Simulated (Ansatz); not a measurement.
# ZnSn2N2: the cost of one run

Method: DFT PBE, scalar-relativistic, plane waves, PAW, in Ansatz 0.2.0.

### 1 The structure to begin with

Symmetry: P4/mmm, No. 123, tetragonal system. Conventional cell: a = 4.174 Å, b = 4.174 Å, c = 6.485 Å, α = 90.00°, β = 90.00°, γ = 90.00°. Zn (site symmetry 4/mmm) has 2 Sn at 3.24 Å as nearest neighbours. Sn (site symmetry 4/mmm) has 4 N at 2.09 Å as nearest neighbours. N (site symmetry mmm) is surrounded by 4 Sn at 2.09 Å.

Structure file:

```xyz
5
Lattice="4.1742 0.0000 0.0000 0.0000 4.1742 0.0000 0.0000 0.0000 6.4847" Properties=species:S:1:pos:R:3 pbc="T T T"
Zn    0.0000    0.0000    3.2423
Sn    0.0000    0.0000    0.0000
Sn    2.0871    2.0871    0.0000
N     0.0000    2.0871    0.0000
N     2.0871    0.0000    0.0000
```

The cell is invented: random cell by space group and Wyckoff sites (P4/mmm, No. 123). The dimensions are guesses.

### 2 Probe: one point on a coarse mesh

Contents of input.yaml:

```yaml
crystal:
  lattice:
    - [4.17417076, 0.0, 0.0]
    - [0.0, 4.17417076, 0.0]
    - [0.0, 0.0, 6.48465909]
  atoms:
    - { symbol: Zn, position: [0.0, 0.0, 0.5] }
    - { symbol: Sn, position: [0.0, 0.0, 0.0] }
    - { symbol: Sn, position: [0.5, 0.5, 0.0] }
    - { symbol: "N", position: [0.0, 0.5, 0.0] }
    - { symbol: "N", position: [0.5, 0.0, 0.0] }
basis:
  ecutwfc: 420
kpoints:
  mp_grid: { grid: [4, 4, 4] }
hamiltonian:
  xc: pbe
scf:
  occupations: { method: gaussian, width: 0.1 }
  lower_state_search: "off"
output:
  forces: true
  stress: true
  eigenvalues: true
```

On the command line:

```
$ ansatz run input.yaml --threads 1 --pin off --max-ram 2560MiB --backend cpu --events-out ev --progress --plain --runs-dir out
```

Q: Estimate wall time and peak memory on 1 thread of Intel Xeon 6975P-C (Granite Rapids), shared host.

About 2.1 s, with a peak of 0.45 GiB.
